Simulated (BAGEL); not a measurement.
# doublet AlNH3SF+ at 5 levels

We compute a comparison of 5 runs (UHF/STO-3G, ROHF/6-31G*, UHF/6-31G*, ROHF/cc-pVDZ, UHF/cc-pVDZ) of doublet AlNH3SF+. 

The calculation is run with BAGEL 1.2.2.

### Step 1. Starting point

AlNH3SF+: 7 atoms, total charge +1, spin state doublet. As SMILES of the parent species, `[NH2][Al]([F])[SH]`. Geometry: relaxed at PBE0-D4/def2-TZVP. This is one conformer, not always the lowest. That shape belongs to the parent species and isn't relaxed for this state.

Bond lengths: N1–Al2 1.752 Å, Al2–F3 1.648 Å, Al2–S4 2.172 Å, N1–H5 1.007 Å, N1–H6 1.006 Å, S4–H7 1.345 Å. Angles: N1–Al2–F3 119.4°, N1–Al2–S4 121.8°, F3–Al2–S4 118.8°, Al2–N1–H5 124.5°, Al2–N1–H6 124.8°, Al2–S4–H7 91.8°, H5–N1–H6 110.7°.

### Step 2. The energy at UHF/STO-3G (density fitting with qzvpp-jkfit) (run 1)

hf.json

```json
{ "bagel": [

{
  "title": "molecule",
  "basis": "sto-3g",
  "df_basis": "qzvpp-jkfit",
  "angstrom": "true",
  "geometry": [
    { "atom": "N", "xyz": [   -0.857100,    0.816800,    0.836500 ] },
    { "atom": "Al", "xyz": [    0.369600,   -0.126100,    0.014800 ] },
    { "atom": "F", "xyz": [    1.871900,   -0.254700,    0.680200 ] },
    { "atom": "S", "xyz": [   -0.032400,   -1.136900,   -1.865300 ] },
    { "atom": "H", "xyz": [   -0.715300,    1.300000,    1.708000 ] },
    { "atom": "H", "xyz": [   -1.797600,    0.950100,    0.504500 ] },
    { "atom": "H", "xyz": [    1.222000,   -1.617300,   -1.924400 ] }
  ]
},
{ "title": "uhf", "charge": 1, "nopen": 1 },
{ "title": "print", "file": "orbitals.molden", "orbitals": "true" }

]}
```

Run with:

```sh
$ BAGEL_NUM_THREADS=1 BAGEL hf.json > hf.out
```

Output:

```text
* using 1 threads per process

  ===============================================================
  ===============================================================

  *** Geometry ***

  { "atom" : "N", "xyz" : [     -1.619684,      1.543528,      1.580756 ] },
  { "atom" : "Al", "xyz" : [      0.698443,     -0.238294,      0.027968 ] },
  { "atom" : "F", "xyz" : [      3.537378,     -0.481313,      1.285392 ] },
  { "atom" : "S", "xyz" : [     -0.061227,     -2.148430,     -3.524906 ] },
  { "atom" : "H", "xyz" : [     -1.351721,      2.456644,      3.227652 ] },
  { "atom" : "H", "xyz" : [     -3.396972,      1.795429,      0.953367 ] },
  { "atom" : "H", "xyz" : [      2.309245,     -3.056254,     -3.636589 ] },

  Number of auxiliary basis functions:      464

  Since a DF basis is specified, we compute 2- and 3-index integrals:
    o Being stored without compression. Storage requirement is 0.004 GB

  Number of basis functions:       31
  Number of electrons      :       48

    * METHOD: MOLECULE                             0.12

  *** Open-shell HF ***

  === Nuclear Repulsion ===
   199.3240623080

      * DIIS with orbital gradients will be used.

  === UHF iteration (sto-3g) ===
      0       -785.50764028          0.03026638           0.03
      1       -785.60420755          0.00809452           0.03
      2       -785.61525550          0.00425505           0.03
      3       -785.61856893          0.00209939           0.03
      4       -785.62181699          0.00099561           0.03
      5       -785.62278559          0.00040355           0.03
      6       -785.62302822          0.00022326           0.03
      7       -785.62308600          0.00005675           0.03
      8       -785.62309449          0.00002088           0.03
      9       -785.62309813          0.00000506           0.03
     10       -785.62309904          0.00000309           0.03
     11       -785.62309945          0.00000103           0.03
     12       -785.62309947          0.00000040           0.03
     13       -785.62309947          0.00000015           0.03
     14       -785.62309947          0.00000005           0.03
     15       -785.62309947          0.00000002           0.03
     16       -785.62309947          0.00000001           0.03
    * SCF iteration converged.

    * S^2 (UHF) is 0.7558

    * Permanent dipole moment:
           (    0.336481,     0.733192,     1.392937) a.u.

    * METHOD: UHF                                  0.61

    * METHOD: PRINT                                0.00

  ===============================================================
```

It took 0.9 s on 1 thread of AMD EPYC 9B14 (Zen 4), shared host.

### Step 3. A single-point energy at ROHF/6-31G(d) (density fitting with qzvpp-jkfit, spherical functions) (run 2)

hf.json

```json
{ "bagel": [

{
  "title": "molecule",
  "basis": "6-31gs.json",
  "df_basis": "qzvpp-jkfit",
  "angstrom": "true",
  "geometry": [
    { "atom": "N", "xyz": [      -0.857100,       0.816800,       0.836500 ] },
    { "atom": "Al", "xyz": [       0.369600,      -0.126100,       0.014800 ] },
    { "atom": "F", "xyz": [       1.871900,      -0.254700,       0.680200 ] },
    { "atom": "S", "xyz": [      -0.032400,      -1.136900,      -1.865300 ] },
    { "atom": "H", "xyz": [      -0.715300,       1.300000,       1.708000 ] },
    { "atom": "H", "xyz": [      -1.797600,       0.950100,       0.504500 ] },
    { "atom": "H", "xyz": [       1.222000,      -1.617300,      -1.924400 ] }
  ]
},

{ "title": "rohf", "charge": 1, "nopen": 1 },

{ "title": "print", "file": "orbitals.molden", "orbitals": "true" }

]}
```

The basis set 6-31G* is read from a file made from the Basis Set Exchange's data (not shown).

Run with:

```sh
$ BAGEL_NUM_THREADS=1 BAGEL hf.json > hf.out
```

Output:

```text
* using 1 threads per process

  ===============================================================
  ===============================================================

  *** Geometry ***

  { "atom" : "N", "xyz" : [     -1.619684,      1.543528,      1.580756 ] },
  { "atom" : "Al", "xyz" : [      0.698443,     -0.238294,      0.027968 ] },
  { "atom" : "F", "xyz" : [      3.537378,     -0.481313,      1.285392 ] },
  { "atom" : "S", "xyz" : [     -0.061227,     -2.148430,     -3.524906 ] },
  { "atom" : "H", "xyz" : [     -1.351721,      2.456644,      3.227652 ] },
  { "atom" : "H", "xyz" : [     -3.396972,      1.795429,      0.953367 ] },
  { "atom" : "H", "xyz" : [      2.309245,     -3.056254,     -3.636589 ] },

  Number of auxiliary basis functions:      464

  Since a DF basis is specified, we compute 2- and 3-index integrals:
    o Being stored without compression. Storage requirement is 0.018 GB

  Number of basis functions:       70
  Number of electrons      :       48

    * METHOD: MOLECULE                             0.18

  *** Open-shell HF ***

  === Nuclear Repulsion ===
   199.3240623080

      * DIIS with orbital gradients will be used.

  === ROHF iteration (6-31gs.json) ===
      0       -794.53064947          0.05626009           0.09
      1       -794.68411425          0.04289440           0.08
      2       -794.76931742          0.03129738           0.08
      3       -794.86066480          0.00226067           0.08
      4       -794.86320288          0.00159933           0.08
      5       -794.86477457          0.00085718           0.08
      6       -794.86565766          0.00037686           0.08
      7       -794.86584423          0.00008165           0.08
      8       -794.86588238          0.00003253           0.08
      9       -794.86588294          0.00000961           0.08
     10       -794.86588285          0.00000384           0.08
     11       -794.86588219          0.00000101           0.08
     12       -794.86588231          0.00000048           0.08
     13       -794.86588230          0.00000009           0.08
     14       -794.86588232          0.00000004           0.08
     15       -794.86588232          0.00000003           0.08
     16       -794.86588232          0.00000002           0.08
     17       -794.86588232          0.00000002           0.08
     18       -794.86588232          0.00000001           0.08
    * SCF iteration converged.

    * S^2 (ROHF) is 0.7500

    * Permanent dipole moment:
           (    0.827945,     0.724212,     1.664407) a.u.

    * METHOD: ROHF                                 1.69

    * METHOD: PRINT                                0.02

  ===============================================================
```

Run time: 2.1 s. Hardware: 1 thread of AMD EPYC 9B14 (Zen 4), shared host.

Runs 3 to 4 aren't shown in full; the table further down has their settings and results.

### Step 4. A single-point energy at UHF/cc-pVDZ (density fitting with qzvpp-jkfit) (run 5)

input.json

```json
{ "bagel": [

{
  "title": "molecule",
  "basis": "cc-pvdz.json",
  "df_basis": "qzvpp-jkfit",
  "angstrom": true,
  "geometry": [
    { "atom": "N", "xyz": [      -0.857100,       0.816800,       0.836500 ] },
    { "atom": "Al", "xyz": [       0.369600,      -0.126100,       0.014800 ] },
    { "atom": "F", "xyz": [       1.871900,      -0.254700,       0.680200 ] },
    { "atom": "S", "xyz": [      -0.032400,      -1.136900,      -1.865300 ] },
    { "atom": "H", "xyz": [      -0.715300,       1.300000,       1.708000 ] },
    { "atom": "H", "xyz": [      -1.797600,       0.950100,       0.504500 ] },
    { "atom": "H", "xyz": [       1.222000,      -1.617300,      -1.924400 ] }
  ]
},

{ "title": "uhf", "charge": 1, "nopen": 1 },

{ "title": "print", "file": "orbitals.molden", "orbitals": true }

]}
```

The basis set cc-pVDZ is read from a file made from the Basis Set Exchange's data (not shown).

Run with:

```sh
$ BAGEL_NUM_THREADS=1 BAGEL input.json > input.out
```

Output:

```text
* using 1 threads per process

  ===============================================================
  ===============================================================

  *** Geometry ***

  { "atom" : "N", "xyz" : [     -1.619684,      1.543528,      1.580756 ] },
  { "atom" : "Al", "xyz" : [      0.698443,     -0.238294,      0.027968 ] },
  { "atom" : "F", "xyz" : [      3.537378,     -0.481313,      1.285392 ] },
  { "atom" : "S", "xyz" : [     -0.061227,     -2.148430,     -3.524906 ] },
  { "atom" : "H", "xyz" : [     -1.351721,      2.456644,      3.227652 ] },
  { "atom" : "H", "xyz" : [     -3.396972,      1.795429,      0.953367 ] },
  { "atom" : "H", "xyz" : [      2.309245,     -3.056254,     -3.636589 ] },

  Number of auxiliary basis functions:      464

  Since a DF basis is specified, we compute 2- and 3-index integrals:
    o Being stored without compression. Storage requirement is 0.023 GB

  Number of basis functions:       79
  Number of electrons      :       48

    * METHOD: MOLECULE                             0.18

  *** Open-shell HF ***

  === Nuclear Repulsion ===
   199.3240623080

      * DIIS with orbital gradients will be used.

  === UHF iteration (cc-pvdz.json) ===
      0       -794.55099603          0.04391854           0.10
      1       -794.68474330          0.04034724           0.10
      2       -794.78933708          0.02820122           0.10
      3       -794.90852622          0.00201137           0.10
      4       -794.91145957          0.00135818           0.10
      5       -794.91264489          0.00087680           0.10
      6       -794.91348071          0.00063078           0.10
      7       -794.91422519          0.00025956           0.10
      8       -794.91447555          0.00021411           0.10
      9       -794.91463871          0.00007932           0.10
     10       -794.91468779          0.00004295           0.10
     11       -794.91473247          0.00001620           0.10
     12       -794.91474840          0.00001363           0.10
     13       -794.91476169          0.00000940           0.10
     14       -794.91476614          0.00000219           0.10
     15       -794.91476626          0.00000106           0.10
     16       -794.91476632          0.00000046           0.10
     17       -794.91476632          0.00000009           0.10
     18       -794.91476632          0.00000005           0.10
     19       -794.91476632          0.00000002           0.10
     20       -794.91476632          0.00000002           0.10
     21       -794.91476632          0.00000001           0.11
    * SCF iteration converged.

    * S^2 (UHF) is 0.7613

    * Permanent dipole moment:
           (    0.932006,     0.717938,     1.714701) a.u.

    * METHOD: UHF                                  2.35

    * METHOD: PRINT                                0.02

  ===============================================================
```

Run time: 2.7 s. Hardware: 1 thread of AMD EPYC 9B14 (Zen 4), shared host.

### Step 5. Overview of the runs

```tsv
run	level	energy (Eh)	⟨S²⟩	wall time
1	UHF/STO-3G (density fitting with qzvpp-jkfit)	-785.623099	0.756	0.9 s
2	ROHF/6-31G* (density fitting with qzvpp-jkfit, spherical functions)	-794.865882	0.750	2.1 s
3	UHF/6-31G* (density fitting with qzvpp-jkfit, spherical functions)	-794.870330	0.761	2.3 s
4	ROHF/cc-pVDZ (density fitting with qzvpp-jkfit)	-794.910258	0.750	2.4 s
5	UHF/cc-pVDZ (density fitting with qzvpp-jkfit)	-794.914766	0.761	2.7 s
```

### Step 6. Summary of results

| quantity | value |
| --- | --- |
| run 5: total energy | -794.91477 Eh |
| run 5: ⟨S²⟩ | 0.761 |

In run 1 the basis is minimal, so the values are rough. All runs together took 10 s, the longest 2.7 s.
